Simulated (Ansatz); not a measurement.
Write a Python script for the Ansatz DFT code, driven from Python that makes a test of the smearing width of Cu, space group Cmcm. Settings (first run): PBEsol, PAW, the default cutoff (420 eV here), 14×14×13 k-points, Methfessel-Paxton smearing of 0.25 eV. The script varies width (eV): 0.25, 0.15, 0.1, 0.05, 0.025.

```xyz
2
Lattice="1.2185 -3.9764 0.0000 1.2185 3.9764 0.0000 0.0000 0.0000 2.4755" Properties=species:S:1:pos:R:3 pbc="T T T"
Cu    1.2185    2.9118    0.6189
Cu    1.2185   -2.9118    1.8566
```

`cu.py`:
```python
'''Smearing width test for Cu.'''

import csv
import warnings

import ansatz


def main() -> None:
    warnings.simplefilter('ignore', ansatz.DeckWarning)

    lattice = ansatz.Lattice.of(
        (1.218464, -3.976378, 0.0),
        (1.218464, 3.976378, 0.0),
        (0.0, 0.0, 2.475496),
    )
    sites = [
        ('Cu', (0.133867, 0.866133, 0.25)),
        ('Cu', (0.866133, 0.133867, 0.75)),
    ]
    crystal = ansatz.Crystal(lattice=lattice)
    for symbol, position in sites:
        crystal = crystal.atom(symbol, position)

    base = (
        crystal.calculation()
        .functional(ansatz.Functional.PBESOL)
        .kpoints(14, 14, 13)
    )

    rows = []
    for value in [0.25, 0.15, 0.1, 0.05, 0.025]:
        report = base.occupations('methfessel_paxton', width=value).run(threads=1).report
        rows.append((value, report['free_energy_ev'] / len(report['lattice']['sites']), report['n_iterations'], report['n_kpoints']))

    with open('smear.csv', 'w', newline='') as handle:
        writer = csv.writer(handle)
        writer.writerow(['width (eV)', 'F/atom (eV)', 'iterations', 'k-points'])
        writer.writerows([round(v, 5) if isinstance(v, float) else v for v in row] for row in rows)

    # differences from the last row
    for row in rows[:-1]:
        shift = 1000 * (row[1] - rows[-1][1])
        print(f'{row[0]}: {shift:+.2f} meV/atom' + ('  (within 2 meV)' if abs(shift) < 2 else ''))


if __name__ == '__main__':
    main()
```

`python cu.py` gives:
```text
0.25: -0.09 meV/atom  (within 2 meV)
0.15: -0.16 meV/atom  (within 2 meV)
0.1: -0.10 meV/atom  (within 2 meV)
0.05: -0.03 meV/atom  (within 2 meV)
```

File `smear.csv` afterwards:
```csv
width (eV),F/atom (eV),iterations,k-points
0.25,-6588.61296,6,399
0.15,-6588.61304,6,399
0.1,-6588.61298,6,399
0.05,-6588.6129,6,399
0.025,-6588.61287,6,399
```

Caveats:
- The run is spin-unpolarised.
- The narrowest width needs the finest mesh, so the last row is no converged reference.
- This isn't the structure that Cu takes at ambient conditions.
- It ran for 29 s on 1 thread of Intel(R) Xeon(R) Processor @ 2.30GHz, with other jobs on the host, peak memory 0.6 GiB.
